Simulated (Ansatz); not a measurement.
# Migration of Li in Si, part 3 of 3

How high is the barrier in Si when interstitial Li hops to an equivalent place? Supercell of 16 sites with charge +1; relaxed ends, then a climbing-image band.

Ansatz 0.2.0; DFT PBE, scalar-relativistic, plane waves, PAW. The steps go on from the part before.

## (6) Nudged elastic band, a jump of 2.34 Å

The first end is the relaxed cell above; the second is its image under a symmetry operation of the host.

Input file input.yaml:

```yaml
crystal:
  lattice:
    - [0.0, 5.4700937548, -5.4700937548]
    - [5.4700937548, 5.4700937548, 0.0]
    - [5.4700937548, 0.0, -5.4700937548]
  atoms:
    - { symbol: Si, position: [0.1264397959, 0.1265065001, 0.1265207586] }
    - { symbol: Si, position: [0.1263900899, 0.6174623793, 0.1264771926] }
    - { symbol: Si, position: [0.6171992732, 0.126523912, 0.1265374796] }
    - { symbol: Si, position: [0.6250208609, 0.6250366757, 0.1216544463] }
    - { symbol: Si, position: [0.1263734346, 0.1264438719, 0.6175295792] }
    - { symbol: Si, position: [0.1217675648, 0.6249952127, 0.6249954583] }
    - { symbol: Si, position: [0.625013175, 0.1216815587, 0.6250257187] }
    - { symbol: Si, position: [0.624986825, 0.6250047873, 0.6250045417] }
    - { symbol: Si, position: [0.2512389717, 0.7471934062, 0.2512116462] }
    - { symbol: Si, position: [0.2490074121, 0.2492871231, 0.2493591527] }
    - { symbol: Si, position: [0.7470687456, 0.7472039955, 0.2512211838] }
    - { symbol: Si, position: [0.7471002039, 0.2512555402, 0.2512440996] }
    - { symbol: Si, position: [0.2512026252, 0.7471529015, 0.7471876171] }
    - { symbol: Si, position: [0.2512306572, 0.2512110388, 0.7472142878] }
    - { symbol: Si, position: [0.7492398154, 0.7491550897, 0.7491284512] }
    - { symbol: Si, position: [0.7470574602, 0.2512212324, 0.7472243587] }
    - { symbol: Li, position: [-0.0010541254, -0.0006774778, -0.0005870524] }
total_charge: 1
basis:
  ecutwfc: 420
  xc_grid: 2
kpoints:
  mp_grid: { grid: [2, 2, 2], shift: [0.0, 0.0, 0.0] }
hamiltonian:
  xc: pbe
scf:
  occupations: { method: gaussian, width: 0.02 }
output:
  forces: true
neb:
  images: 3
  f_tol: 0.05
  max_iterations: 70
  order_check: false
  final_atoms:
    - { symbol: Si, position: [0.1258449103, 0.1258715488, 0.1257601846] }
    - { symbol: Si, position: [0.1277960045, 0.6237788162, 0.1279312544] }
    - { symbol: Si, position: [0.6237787676, 0.1277756413, 0.1279425398] }
    - { symbol: Si, position: [0.6237444598, 0.6237559004, 0.1278997961] }
    - { symbol: Si, position: [0.1278470985, 0.1278123829, 0.6237973748] }
    - { symbol: Si, position: [0.1278065938, 0.6237883538, 0.6237610283] }
    - { symbol: Si, position: [0.6237889612, 0.1277857122, 0.6237693428] }
    - { symbol: Si, position: [0.6257128769, 0.6256408473, 0.6259925879] }
    - { symbol: Si, position: [0.2499633243, 0.7533455537, 0.2499791391] }
    - { symbol: Si, position: [0.2499952127, 0.2499954583, 0.250013175] }
    - { symbol: Si, position: [0.748476088, 0.7484625204, 0.2578007268] }
    - { symbol: Si, position: [0.7533184413, 0.2499742813, 0.249986825] }
    - { symbol: Si, position: [0.2575376207, 0.7485228074, 0.7486099101] }
    - { symbol: Si, position: [0.2500047873, 0.2500045417, 0.7532324352] }
    - { symbol: Si, position: [0.7484934999, 0.7484792414, 0.7485602041] }
    - { symbol: Si, position: [0.7485561281, 0.2574704208, 0.7486265654] }
    - { symbol: Li, position: [-0.1243225222, -0.1244129476, -0.1239458746] }
```

Command:

```console
ansatz run input.yaml --threads 8 --pin off --max-ram 20480MiB --backend cpu --events-out ev --progress --plain --runs-dir out
```

What it wrote (excerpt; [...] marks lines left out):

```text
Warning: neb: disabling space-group detection — the band's intermediate images generally break the endpoint symmetry, so no spatial operation reduces the k-mesh or symmetrises the density, except that a semilocal band can use its path's symmetry ahead of convergence; time reversal is [...]
Warning: RAYON_NUM_THREADS=8 ignored (pool sized by the plan → 8); use --threads N
[...]
Pseudopotentials: kind: paw
Pseudopotential: Si, paw, valence charge 4, recommended cutoff 420 eV (normal), Si.paw.azcp
Pseudopotential: Li, paw, valence charge 3, recommended cutoff 420 eV (normal), Li.paw.azcp
[...]
NSCF: frozen V_eff on 8 k-points
NEB image 4
[...]
NSCF: frozen V_eff on 8 k-points
NEB end point (image 0): max|allowed force component| = 2.437e-3 eV/Å (the criterion of neb.relax_end_points is 1.000e-2)
NEB end point (image 4): max|allowed force component| = 2.443e-3 eV/Å (the criterion of neb.relax_end_points is 1.000e-2)
NEB image 1
[...]
NEB image 2
[...]
NEB image 3
[...]
NEB iter   1: max|band force component| = 8.048e-1 eV/Å  barrier→ = 0.7637 eV  barrier← = 0.7637 eV  Δτ_max = 0.0896 Å  (30 SCF iters)
NEB image 1
[...]
SCF iter   6: F=-10382.501856 eV  HF=-10382.501856 eV  |F-HF|=1.53e-8  |Δ(HF+E_count)|=   6.58e-7  Δρ=2.77e-6  dr2=4.21e-8  ethr=1.52e-10  ⟨swp⟩=5.1  Hψ=1346  notcnv=0
[...]
NEB image 2
```

## (7) More of the same log: climbing-image band for the jump of Li by 2.34 Å

Output, continued (excerpt; [...] marks lines left out):

```text
[...]
SCF iter   1: F=—  HF=-10382.212878 eV  |F-HF|=—  |Δ(HF+E_count)|=         —  Δρ=4.74e-3  dr2=7.11e-2  ethr=1.06e-4  ⟨swp⟩=6.2  Hψ=2056  notcnv=0  defer=1
[...]
NEB image 3
[...]
NEB iter   2: max|band force component| = 1.981e-1 eV/Å  barrier→ = 0.5934 eV  barrier← = 0.5934 eV  CI = image 2  Δτ_max = 0.0695 Å  (18 SCF iters)
[...]
    - { symbol: Si, position: [0.26529156033686163, 0.7439038418261752, 0.743953134573554] }
    - { symbol: Si, position: [0.25069159326006907, 0.250719104625215, 0.7446081459621111] }
    - { symbol: Si, position: [0.7572018513841625, 0.757230048613187, 0.7572842678032112] }
    - { symbol: Si, position: [0.7438715305536716, 0.26532765627584076, 0.7439500604470537] }
    - { symbol: Li, position: [-0.06256352669927912, -0.06251412994726352, -0.062421813514328184] }
```

Run time: 14 s. Hardware: 8 threads of Intel Xeon Platinum 8259CL at 2.50GHz (Skylake/Cascade Lake), shared host; peak memory 1.5 GiB.

## (8) The band, image by image

The 3 inner images lie between the fixed ends 0 and 4. Energy is taken from image 0, and the path length is the program's own coordinate along the band.

```tsv
image	path (Å)	energy (eV)	Li17 x y z (Å)	band force (eV/Å)
0	0.000	0.0000	-0.01 -0.01 0.01	-
1	0.620	0.2585	-0.32 -0.32 0.32	0.035
2*	1.241	0.5632	-0.68 -0.68 0.68	0.029
3	1.861	0.2585	-1.04 -1.04 1.04	0.035
4	2.481	0.0000	-1.36 -1.36 1.36	-
```

The star marks the climbing image.

image, energy (eV) and a bar:
```
        0      0.000 
        1      0.259 ##############
        2      0.563 ##############################
        3      0.259 ##############
        4      0.000
```

The top of the band by iteration:

```tsv
iteration	highest image above image 0 (eV)	largest band force (eV/Å)
1	0.7637	0.805
2	0.5934	0.198
3	0.5632	0.035
```

Positions of all images (Å):

```xyz
17
Lattice="0.000 5.470 -5.470 5.470 5.470 0.000 5.470 0.000 -5.470" Properties=species:S:1:pos:R:3 pbc="T T T" image=0 dE=0.0000
Si    1.384    1.384   -1.384
Si    4.069    4.069   -1.383
Si    1.384    4.068   -4.068
Si    4.084    6.838   -4.084
Si    4.070    1.383   -4.069
Si    6.838    4.085   -4.085
Si    4.085    4.084   -6.838
Si    6.838    6.838   -6.838
Si    5.461    5.462   -2.748
Si    2.728    2.726   -2.726
Si    5.461    8.174   -5.461
Si    2.749    5.461   -5.461
Si    8.174    5.461   -5.461
Si    5.461    2.748   -5.462
Si    8.196    8.196   -8.196
Si    5.462    5.461   -8.174
Li   -0.007   -0.009    0.009
17
Lattice="0.000 5.470 -5.470 5.470 5.470 0.000 5.470 0.000 -5.470" Properties=species:S:1:pos:R:3 pbc="T T T" image=1 dE=0.2585
Si    1.296    1.296   -1.296
Si    4.043    4.043   -1.420
Si    1.420    4.043   -4.043
Si    4.120    6.834   -4.120
Si    4.043    1.420   -4.043
Si    6.835    4.120   -4.120
Si    4.120    4.120   -6.834
Si    6.910    6.909   -6.910
Si    5.441    5.441   -2.745
Si    2.650    2.649   -2.649
Si    5.501    8.157   -5.501
Si    2.745    5.441   -5.441
Si    8.157    5.501   -5.501
Si    5.441    2.744   -5.441
Si    8.267    8.267   -8.267
Si    5.501    5.501   -8.157
Li   -0.323   -0.324    0.323
17
Lattice="0.000 5.470 -5.470 5.470 5.470 0.000 5.470 0.000 -5.470" Properties=species:S:1:pos:R:3 pbc="T T T" image=2 dE=0.5632
Si    1.289    1.288   -1.288
Si    4.052    4.052   -1.434
Si    1.434    4.052   -4.052
Si    4.129    6.829   -4.128
Si    4.052    1.434   -4.052
Si    6.830    4.128   -4.128
Si    4.129    4.128   -6.830
Si    6.930    6.929   -6.930
Si    5.445    5.444   -2.743
Si    2.643    2.643   -2.643
Si    5.521    8.138   -5.521
Si    2.743    5.444   -5.444
Si    8.139    5.520   -5.521
Si    5.445    2.743   -5.444
Si    8.285    8.284   -8.284
Si    5.521    5.520   -8.139
Li   -0.683   -0.684    0.684
17
Lattice="0.000 5.470 -5.470 5.470 5.470 0.000 5.470 0.000 -5.470" Properties=species:S:1:pos:R:3 pbc="T T T" image=3 dE=0.2585
Si    1.306    1.305   -1.306
Si    4.072    4.072   -1.416
Si    1.416    4.072   -4.072
Si    4.132    6.828   -4.132
Si    4.072    1.415   -4.072
Si    6.828    4.131   -4.132
Si    4.132    4.131   -6.828
Si    6.924    6.923   -6.924
Si    5.453    5.453   -2.738
Si    2.663    2.663   -2.663
Si    5.530    8.152   -5.530
Si    2.738    5.452   -5.453
Si    8.153    5.529   -5.530
Si    5.453    2.738   -5.453
Si    8.277    8.277   -8.277
Si    5.530    5.529   -8.153
Li   -1.044   -1.045    1.044
17
Lattice="0.000 5.470 -5.470 5.470 5.470 0.000 5.470 0.000 -5.470" Properties=species:S:1:pos:R:3 pbc="T T T" image=4 dE=0.0000
Si    1.376    1.377   -1.376
Si    4.112    4.111   -1.399
Si    1.399    4.111   -4.112
Si    4.112    6.824   -4.112
Si    4.111    1.398   -4.112
Si    6.824    4.111   -4.111
Si    4.111    4.111   -6.824
Si    6.847    6.845   -6.847
Si    5.488    5.488   -2.735
Si    2.735    2.735   -2.735
Si    5.504    8.188   -5.504
Si    2.735    5.488   -5.488
Si    8.189    5.503   -5.504
Si    5.488    2.735   -5.488
Si    8.189    8.189   -8.189
Si    5.503    5.503   -8.190
Li   -1.359   -1.361    1.358
```

## (9) Results

This closing draws on all 3 parts. Changes of volume or cell count from the first structure of part 1.

| quantity | value |
| --- | --- |
| relaxed cell (conventional) | a = 5.470 Å, b = 5.470 Å, c = 5.470 Å, α = 90.00°, β = 90.00°, γ = 90.00° |
| space group (0.01 Å) | Fd-3m (No. 227) |
| volume | 20.46 Å³/atom |
| barrier forwards | 0.56 eV |
| barrier backwards | 0.56 eV |
| second end relative to first | 0.000 eV |
| highest image | 2 of 0 to 4, climbing |
| band iterations | 3 |
| neighbours of Li at the start; at the top | 4 Si at 2.41 Å, 6 Si at 2.76 Å; 6 Si at 2.36 Å |
| step 4, run with scf.algorithm direct_min (against step 3) | 0.0 meV/atom |

In words: The cell grew by 1.5 % in volume on relaxing. The barrier from the first end is 0.56 eV, 22 times kT at 300 K, which at an assumed attempt frequency of 10^13 s⁻¹ means a rate near 10^4 s⁻¹. Both ends agree in energy to 1 meV. The input switches the test of curvatures off, so the top was not shown to be a first-order saddle. The top still moved by 30 meV in the last iteration, which bounds the digits to trust. The small cell leaves errors of about a tenth of an eV.
